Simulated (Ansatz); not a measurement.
**AlClH₇NSi₂: one species, many methods**

An exercise on one series of results from a longer session: the logs are not shown, and one member is left open.

Program: Ansatz 0.2.0, Gaussian basis. Level of theory: functionals in def2-TZVPP, the program's frozen cores in correlated methods. These are calculated values, not measurements.

Plan: PBE-D4, r2SCAN-D4, PBE0-D4, B3LYP-D4, ωB97X-V, ωB97M-V, B2PLYP; CCSD(T)/def2-TZVPP; MP2/def2-QZVPP; extrapolation to the limit.

### The relaxed structure

All runs share one geometry, relaxed beforehand with PBE0-D4 in a triple-zeta def2 set.

SMILES `[SiH3][NH][AlH][SiH2]Cl`, 12 atoms, charge 0, spin multiplicity 1.

Atoms are counted from 1 here; the program's logs count them from 0.

Bond lengths: Si1–N2 1.729 Å, Si1–H6 1.486 Å, Si1–H7 1.489 Å, Si1–H8 1.489 Å, N2–Al3 1.781 Å, N2–H9 1.013 Å, Al3–Si4 2.459 Å, Al3–H10 1.585 Å, Si4–Cl5 2.081 Å, Si4–H11 1.489 Å, Si4–H12 1.488 Å. Angles: N2–Si1–H6 107.1°, N2–Si1–H7 111.5°, N2–Si1–H8 112.6°, H6–Si1–H7 109.1°, H6–Si1–H8 109.1°, H7–Si1–H8 107.5°, Si1–N2–Al3 128.7°, Si1–N2–H9 114.8°, Al3–N2–H9 116.6°, N2–Al3–Si4 116.8°, N2–Al3–H10 117.9°, Si4–Al3–H10 125.3°, Al3–Si4–Cl5 107.0°, Al3–Si4–H11 113.8°, Al3–Si4–H12 115.1°, Cl5–Si4–H11 106.3°, Cl5–Si4–H12 107.0°, H11–Si4–H12 107.1°.

The first run:

Contents of in.yaml:

```yaml
crystal:
  periodic: [false, false, false]
  atoms:
    - {symbol: Si, position_ang: [-1.905928, 0.397125, -0.305220]}
    - {symbol: N, position_ang: [-1.045207, -1.098100, -0.192793]}
    - {symbol: Al, position_ang: [0.675724, -1.365506, 0.177674]}
    - {symbol: Si, position_ang: [2.067705, 0.637686, 0.484464]}
    - {symbol: Cl, position_ang: [2.046880, 1.676080, -1.318584]}
    - {symbol: H, position_ang: [-0.970691, 1.471116, 0.118058]}
    - {symbol: H, position_ang: [-3.098538, 0.409696, 0.586801]}
    - {symbol: H, position_ang: [-2.378968, 0.681687, -1.687656]}
    - {symbol: H, position_ang: [-1.602254, -1.923088, -0.378462]}
    - {symbol: H, position_ang: [1.198017, -2.861077, 0.239385]}
    - {symbol: H, position_ang: [3.496309, 0.338615, 0.776542]}
    - {symbol: H, position_ang: [1.594053, 1.580566, 1.533692]}
basis:
  gaussian: {orbitals: def2-TZVPP}
hamiltonian: {xc: pbe, dispersion: d4}
output: {forces: true, orbitals: {seedname: orbitals}}
```

The run is started by

```sh
$ ansatz run in.yaml --threads 4 --pin off --events-out ev --progress --plain --max-ram 10444MiB
```

Steps of the session up to this table: PBE-D4 (GGA); r2SCAN-D4 (meta-GGA); PBE0-D4 (hybrid); B3LYP-D4 (hybrid); ωB97X-V (range-separated); ωB97M-V (range-separated); B2PLYP (double hybrid); CCSD(T) in def2-TZVPP; MP2 in def2-QZVPP.

One of the session's tables, all rows but one given; the rest of the session is left out.

```
            method  atomisation energy (kcal/mol)
            PBE-D4                          865.7
         r2SCAN-D4                          870.0
           PBE0-D4                          860.4
          B3LYP-D4                          869.6
           ωB97X-V                          880.1
           ωB97M-V                          873.8
            B2PLYP                          857.1
     HF/def2-TZVPP                              ?
    MP2/def2-TZVPP                          849.5
   CCSD/def2-TZVPP                          836.5
CCSD(T)/def2-TZVPP                          846.8
           MP2/CBS                          876.5
       CCSD(T)/CBS                          873.8
```

**Question.** Estimate the row for HF/def2-TZVPP.

The run gave: atomisation energy (kcal/mol): 645.3. In the column «atomisation energy (kcal/mol)» it is the lowest.

Caveats from the session: Free atoms (2 Si, 1 N, 1 Al, 1 Cl, 7 H) were run apart at each level; the atomisation energy is their sum less the molecule, without zero-point or spin-orbit terms.
